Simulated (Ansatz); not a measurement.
# Zr2F3: the cost of one run

Method: DFT PBE, scalar-relativistic, plane waves, PAW, in Ansatz 0.2.0.

## (1) The starting structure

It takes space group P6/mmm (No. 191, hexagonal). The conventional cell has a = 4.040 Å, b = 4.040 Å, c = 5.016 Å, α = 90.00°, β = 90.00°, γ = 120.00°. Around Zr (site symmetry -6m2) lie 5 F at 2.33 to 2.51 Å and 3 Zr at 2.33 Å. Around F (site symmetry -6m2) lie 3 F at 2.33 Å and 2 Zr at 2.51 Å. Around F (site symmetry 6/mmm) lie 6 Zr at 2.33 Å.

Structure file:

```cif
data_structure
_symmetry_space_group_name_H-M 'P6/mmm'
_symmetry_Int_Tables_number 191
_cell_length_a 4.0401
_cell_length_b 4.0401
_cell_length_c 5.0162
_cell_angle_alpha 90.000
_cell_angle_beta 90.000
_cell_angle_gamma 120.000
_cell_volume 70.90
loop_
_atom_site_label
_atom_site_type_symbol
_atom_site_symmetry_multiplicity
_atom_site_Wyckoff_symbol
_atom_site_fract_x
_atom_site_fract_y
_atom_site_fract_z
_atom_site_occupancy
Zr1 Zr 2 c 0.33333 0.66667 0.00000 1
F1 F 2 d 0.33333 0.66667 0.50000 1
F2 F 1 a 0.00000 0.00000 0.00000 1
```

A structure generator made this guess: random cell by space group and Wyckoff sites (P6/mmm, No. 191). Lengths come from tabulated atomic sizes and are only a guess.

## (2) A first look at the guess

Input file input.yaml:

```yaml
crystal:
  lattice:
    - [4.04005017, 0.0, 0.0]
    - [-2.02002508, 3.49878608, 0.0]
    - [0.0, 0.0, 5.01617304]
  atoms:
    - { symbol: Zr, position: [0.33333333, 0.66666667, 0.0] }
    - { symbol: Zr, position: [0.66666667, 0.33333333, 0.0] }
    - { symbol: F, position: [0.33333333, 0.66666667, 0.5] }
    - { symbol: F, position: [0.66666667, 0.33333333, 0.5] }
    - { symbol: F, position: [0.0, 0.0, 0.0] }
basis:
  ecutwfc: 420
kpoints:
  mp_grid: { grid: [6, 6, 4] }
hamiltonian:
  xc: pbe
scf:
  occupations: { method: gaussian, width: 0.1 }
  lower_state_search: "off"
output:
  forces: true
  stress: true
  eigenvalues: true
```

Started as:

```console
$ ansatz run input.yaml --threads 1 --pin off --max-ram 2560MiB --backend cpu --events-out ev --progress --plain --runs-dir out
```

**Question.** How long does this run take on 1 thread of Intel Xeon at 2.50GHz (Skylake/Cascade Lake), shared host, and how much memory does it need?

About 6.7 s, with a peak of 0.37 GiB.
